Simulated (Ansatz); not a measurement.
# Cl2HfO2: the cost of one run

The runs use Ansatz 0.2.0, Gaussian basis; RKS PBE0/def2-TZVP.

## Step 1: The system as given

5 atoms, charge 0, spin multiplicity 1.

Atoms are counted from 1 here; the program's logs count them from 0.

Bond lengths: Hf1–O2 2.109 Å, Hf1–O3 2.109 Å, Hf1–Cl4 2.469 Å, Hf1–Cl5 2.469 Å. Angles: O2–Hf1–O3 109.5°, O2–Hf1–Cl4 109.5°, O2–Hf1–Cl5 109.5°, O3–Hf1–Cl4 109.5°, O3–Hf1–Cl5 109.5°, Cl4–Hf1–Cl5 109.5°.

Geometry (Å):

| atom | x (Å) | y (Å) | z (Å) |
| --- | --- | --- | --- |
| Hf1 | 0.0000 | 0.0000 | 0.2207 |
| O2 | 1.2175 | 1.2175 | 1.4381 |
| O3 | -1.2175 | -1.2175 | 1.4381 |
| Cl4 | -1.4252 | 1.4252 | -1.2045 |
| Cl5 | 1.4252 | -1.4252 | -1.2045 |

The start was built by rule and, where that kept it together, relaxed with GFN2-xTB. Sticks and bond lists go by distance. No spin-orbit coupling is included. Elements past krypton take def2 core potentials.

## Step 2: The run

File in.yaml:

```yaml
crystal:
  periodic: [false, false, false]
  atoms:
    - {symbol: Hf, position_ang: [0.000000, 0.000000, 0.220676]}
    - {symbol: O, position_ang: [1.217470, 1.217470, 1.438146]}
    - {symbol: O, position_ang: [-1.217470, -1.217470, 1.438146]}
    - {symbol: Cl, position_ang: [-1.425190, 1.425190, -1.204514]}
    - {symbol: Cl, position_ang: [1.425190, -1.425190, -1.204514]}
basis:
  gaussian: {orbitals: def2-TZVP}
hamiltonian: {xc: pbe0}
relax: {f_tol: 0.004, max_steps: 80}
```

Launch:

```console
$ ansatz run in.yaml --threads 1 --pin off --events-out ev --progress --plain --max-ram 2176MiB
```

**Question.** How long does this run take on 1 thread of Arm Neoverse V1, shared host, and how much memory does it need?

About 2.7 min, with a peak of 0.45 GiB.
